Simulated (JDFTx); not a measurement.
# CGeH6 in JDFTx: single point with revPBE

Aim: the single point of CGeH6 with revPBE.

All numbers are computed with JDFTx 1.7.0 (patched build); they aren't measurements. Logs are shortened: lines on timing, memory, paths and dates and some standing lists are left out, and cuts for length are marked. The log counts tension as positive stress, the text compression.

## (1) The structure

The cell holds a molecule in a box, 8 atoms: a = 13.000 Å, b = 12.000 Å, c = 13.000 Å, α = 90.00°, β = 90.00°, γ = 90.00°.

## (2) Single point, revPBE

File GeH6C.in:

```
lattice \
   24.5664396201     0.0000000000     0.0000000000 \
    0.0000000000    22.6767134955     0.0000000000 \
    0.0000000000     0.0000000000    24.5664396201
coords-type Cartesian
ion C     11.3168139077    12.0674130866    10.3756357736 1
ion Ge    12.4653892951    11.3640569475    13.8113469352 1
ion H      9.2963185841    12.4716255047    10.3659981136 1
ion H     12.3178017415    13.6961680335     9.6065172975 1
ion H     11.6688699036    10.4428154617     9.1575182002 1
ion H     11.9623442763    13.6508146065    15.5374225696 1
ion H     15.3192539153    10.8014855557    13.8321338281 1
ion H     11.0620788450     9.0599139593    14.8986951395 1

ion-species pseudo/C.upf
ion-species pseudo/Ge.upf
ion-species pseudo/H.upf
elec-cutoff 41
elec-ex-corr gga-x-pbe-r gga-c-pbe
kpoint-folding 1 1 1
elec-n-bands 12
electronic-minimize nIterations 100 energyDiffThreshold 1e-07
coulomb-interaction Isolated
coulomb-truncation-embed 12.307786 11.378041 12.347470
core-overlap-check none
forces-output-coords Cartesian

dump-name run.$VAR
dump End Ecomponents EigStats BandEigs Kpoints Forces Dipole ElecDensity Dtot KEdensity
```

Potentials or basis: PseudoDojo-SR-PBE-0.5-standard with smoothed tails.

Launch:

```
> jdftx -c 1 -i GeH6C.in -o GeH6C.out
```

Standard output:

```text
*************** JDFTx 1.7.0 (patched build) ***************

Input parsed successfully to the following command list (including defaults):
[... the input with its defaults ...]

---------- Setting up symmetries ----------

Found 16 point-group symmetries of the bravais lattice
Found 1 space-group symmetries with basis
Applied RMS atom displacement 0 bohrs to make symmetries exact.

---------- Initializing the Grid ----------
R =
[      24.5664            0            0  ]
[            0      22.6767            0  ]
[            0            0      24.5664  ]
unit cell volume = 13685.6
G =
[   0.255763          0          0  ]
[          0   0.277077          0  ]
[          0          0   0.255763  ]
Minimum fftbox size, Smin = [  144  132  144  ]
Chosen fftbox size, S = [  144  140  144  ]

---------- Exchange Correlation functional ----------
Initialized LibXC exchange functional 'Revised PBE from Zhang & Yang'
Initialized LibXC correlation functional 'Perdew, Burke & Ernzerhof'

---------- Setting up pseudopotentials ----------
Width of ionic core gaussian charges (only for fluid interactions / plotting) set to 0

Reading pseudopotential file 'pseudo/C.upf':
  'C' pseudopotential, 'PBE' functional
  Generated using ONCVPSP code by D. R. Hamann
  4 valence electrons, 2 orbitals, 4 projectors, 1001 radial grid points, with lMax = 1
    2S    l: 0   occupation:  2.0   eigenvalue: -0.505335
    2P    l: 1   occupation:  2.0   eigenvalue: -0.194238
  Core radius for overlap checks: 1.21 bohrs.

Reading pseudopotential file 'pseudo/Ge.upf':
  'Ge' pseudopotential, 'PBE' functional
  Generated using ONCVPSP code by D. R. Hamann
  14 valence electrons, 3 orbitals, 6 projectors, 1001 radial grid points, with lMax = 2
    3D    l: 2   occupation: 10.0   eigenvalue: -1.077154
    4S    l: 0   occupation:  2.0   eigenvalue: -0.431124
    4P    l: 1   occupation:  2.0   eigenvalue: -0.143154
  Core radius for overlap checks: 1.83 bohrs.

Reading pseudopotential file 'pseudo/H.upf':
  'H' pseudopotential, 'PBE' functional
  Generated using ONCVPSP code by D. R. Hamann
  1 valence electrons, 1 orbitals, 3 projectors, 1001 radial grid points, with lMax = 1
    1S    l: 0   occupation:  1.0   eigenvalue: -0.238602
  Core radius for overlap checks: 0.96 bohrs.

Initialized 3 species with 8 total atoms.

Folded 1 k-points by 1x1x1 to 1 k-points.

[... 35 lines left out ...]
Initializing wave functions:  linear combination of atomic orbitals
C pseudo-atom occupations:   s ( 2 )  p ( 2 )
Ge pseudo-atom occupations:   s ( 2 )  p ( 2 )  d ( 10 )
H pseudo-atom occupations:   s ( 1 )
	FillingsUpdate:  mu: -0.032774142  nElectrons: 24.000000
LCAOMinimize: Iter:   0  Etot: -88.8183940683676951  |grad|_K:  2.312e-02  alpha:  1.000e+00
	FillingsUpdate:  mu: -0.051766269  nElectrons: 24.000000
LCAOMinimize: Iter:   1  Etot: -88.8668221945762582  |grad|_K:  3.335e-03  alpha:  4.381e-01  linmin: -1.896e-02  cgtest:  5.334e-02
	FillingsUpdate:  mu: -0.042889050  nElectrons: 24.000000
LCAOMinimize: Iter:   2  Etot: -88.8680935799668958  |grad|_K:  1.934e-04  alpha:  5.700e-01  linmin:  3.635e-02  cgtest: -1.716e-01
	FillingsUpdate:  mu: -0.043268357  nElectrons: 24.000000
LCAOMinimize: Iter:   3  Etot: -88.8680969219411168  |grad|_K:  4.240e-05  alpha:  4.573e-01  linmin:  4.590e-05  cgtest:  9.652e-02
LCAOMinimize: None of the convergence criteria satisfied after 3 iterations.

-------- Electronic minimization -----------
ElecMinimize: Iter:   0  Etot: -88.868096921941159  |grad|_K:  4.538e-04  alpha:  1.000e+00
ElecMinimize: Iter:   1  Etot: -89.044492710192998  |grad|_K:  3.450e-04  alpha:  4.174e-01  linmin: -1.985e-02
ElecMinimize: Iter:   2  Etot: -89.114600764234140  |grad|_K:  1.951e-04  alpha:  2.816e-01  linmin: -9.684e-04
ElecMinimize: Iter:   3  Etot: -89.141333445245820  |grad|_K:  1.157e-04  alpha:  3.405e-01  linmin: -1.116e-03
ElecMinimize: Iter:   4  Etot: -89.150457778227533  |grad|_K:  7.768e-05  alpha:  3.309e-01  linmin: -3.182e-04
ElecMinimize: Iter:   5  Etot: -89.154559345366778  |grad|_K:  4.937e-05  alpha:  3.299e-01  linmin: -3.177e-04
ElecMinimize: Iter:   6  Etot: -89.156482834788633  |grad|_K:  3.297e-05  alpha:  3.830e-01  linmin: -4.624e-04
ElecMinimize: Iter:   7  Etot: -89.157272555377730  |grad|_K:  2.435e-05  alpha:  3.526e-01  linmin: -1.393e-04
ElecMinimize: Iter:   8  Etot: -89.157637330903540  |grad|_K:  1.712e-05  alpha:  2.986e-01  linmin: -7.032e-05
ElecMinimize: Iter:   9  Etot: -89.157837540567058  |grad|_K:  1.128e-05  alpha:  3.315e-01  linmin: -2.694e-05
ElecMinimize: Iter:  10  Etot: -89.157937097939040  |grad|_K:  7.689e-06  alpha:  3.799e-01  linmin: -1.328e-06
ElecMinimize: Iter:  11  Etot: -89.157981392037243  |grad|_K:  5.450e-06  alpha:  3.637e-01  linmin:  2.522e-05
ElecMinimize: Iter:  12  Etot: -89.158001472401821  |grad|_K:  3.881e-06  alpha:  3.282e-01  linmin:  1.271e-05
ElecMinimize: Iter:  13  Etot: -89.158011565090575  |grad|_K:  2.625e-06  alpha:  3.253e-01  linmin:  2.118e-05
ElecMinimize: Iter:  14  Etot: -89.158016809122586  |grad|_K:  1.749e-06  alpha:  3.696e-01  linmin:  2.803e-05
ElecMinimize: Iter:  15  Etot: -89.158019229564118  |grad|_K:  1.246e-06  alpha:  3.840e-01  linmin:  2.243e-05
ElecMinimize: Iter:  16  Etot: -89.158020326119441  |grad|_K:  8.906e-07  alpha:  3.429e-01  linmin:  7.293e-06
ElecMinimize: Iter:  17  Etot: -89.158020900536300  |grad|_K:  5.972e-07  alpha:  3.516e-01  linmin:  9.916e-06
ElecMinimize: Iter:  18  Etot: -89.158021176361814  |grad|_K:  4.141e-07  alpha:  3.754e-01  linmin: -4.663e-07
ElecMinimize: Iter:  19  Etot: -89.158021301436918  |grad|_K:  2.844e-07  alpha:  3.542e-01  linmin: -4.355e-05
ElecMinimize: Iter:  20  Etot: -89.158021361792024  |grad|_K:  1.887e-07  alpha:  3.622e-01  linmin: -1.642e-04
ElecMinimize: Iter:  21  Etot: -89.158021389634399  |grad|_K:  1.302e-07  alpha:  3.796e-01  linmin:  5.397e-04
ElecMinimize: Converged (|Delta Etot|<1.000000e-07 for 2 iters).
Setting wave functions to eigenvectors of Hamiltonian

# Ionic positions in cartesian coordinates:
ion C  11.316813907700000  12.067413086600002  10.375635773599999 1
ion Ge  12.465389295100001  11.364056947500002  13.811346935200000 1
ion H   9.296318584100000  12.471625504700004  10.365998113600000 1
ion H  12.317801741500002  13.696168033500001   9.606517297500000 1
ion H  11.668869903599999  10.442815461700002   9.157518200200000 1
ion H  11.962344276300000  13.650814606500003  15.537422569599999 1
ion H  15.319253915299999  10.801485555700001  13.832133828100000 1
ion H  11.062078845000000   9.059913959300001  14.898695139499997 1

# Forces in Cartesian coordinates:
force C  -0.001185175361079   0.000692853064525  -0.003712440288639 1
force Ge   0.001128015634097  -0.000621709021258   0.003242409136810 1
force H  -0.002516222548835   0.000495514045009   0.000054072875657 1
force H   0.001255483815662   0.002002036169001  -0.000886114449620 1
force H   0.000456787169849  -0.001974498051936  -0.001412671115802 1
force H  -0.000327279704542   0.001763162702096   0.001559274078775 1
force H   0.002321836473964  -0.000487593661399   0.000211704782885 1
force H  -0.001056463107527  -0.001876148527964   0.001064604961253 1

# Energy components:
   Eewald =       49.3364572692847219
       EH =      125.8373776032829170
     Eloc =     -274.5756750685265501
      Enl =      -48.1639102015439349
      Exc =      -26.1579478736246145
 Exc_core =        9.7747879980472359
       KE =       74.7908888834458310
-------------------------------------
     Etot =      -89.1580213896343992

IonicMinimize: Iter:   0  Etot: -89.158021389634399  |grad|_K:  1.633e-03
IonicMinimize: None of the convergence criteria satisfied after 0 iterations.

#--- Lowdin population analysis ---
# oxidation-state C -0.708
# oxidation-state Ge +0.609
# oxidation-state H +0.207 +0.207 +0.207 -0.079 -0.079 -0.079

Dumping 'run.eigStats' ...
	eMin: -1.047652 at state 0 ( [ +0.000000 +0.000000 +0.000000 ] spin 0 )
	HOMO: -0.280340 at state 0 ( [ +0.000000 +0.000000 +0.000000 ] spin 0 )
	mu  : unavailable
	LUMO: unavailable
	eMax: -0.280340 at state 0 ( [ +0.000000 +0.000000 +0.000000 ] spin 0 )
	HOMO-LUMO gap: unavailable
	Optical gap  : unavailable
Done!
[note: without smearing the FillingsUpdate lines are those of the first guess, not of the final state]
```

Wall time 3.5 min (1 thread of Arm Neoverse V2, shared host); peak memory 1.3 GiB.

Results:

```yaml
Free_energy: -2426.1134 eV
Largest_force: 0.204 eV/Å
Loewdin_charges: C -0.71; Ge +0.61; H +0.21, -0.08 e
```

Forces in eV/Å, atoms in the order of the input:
```
C   -0.061  0.036 -0.191
Ge   0.058 -0.032  0.167
H   -0.129  0.025  0.003
H    0.065  0.103 -0.046
H    0.023 -0.102 -0.073
H   -0.017  0.091  0.080
H    0.119 -0.025  0.011
H   -0.054 -0.096  0.055
```

Caveat: forces may be off by hundredths of an eV/Å; the potentials were made for another functional, which shifts forces and pressure.
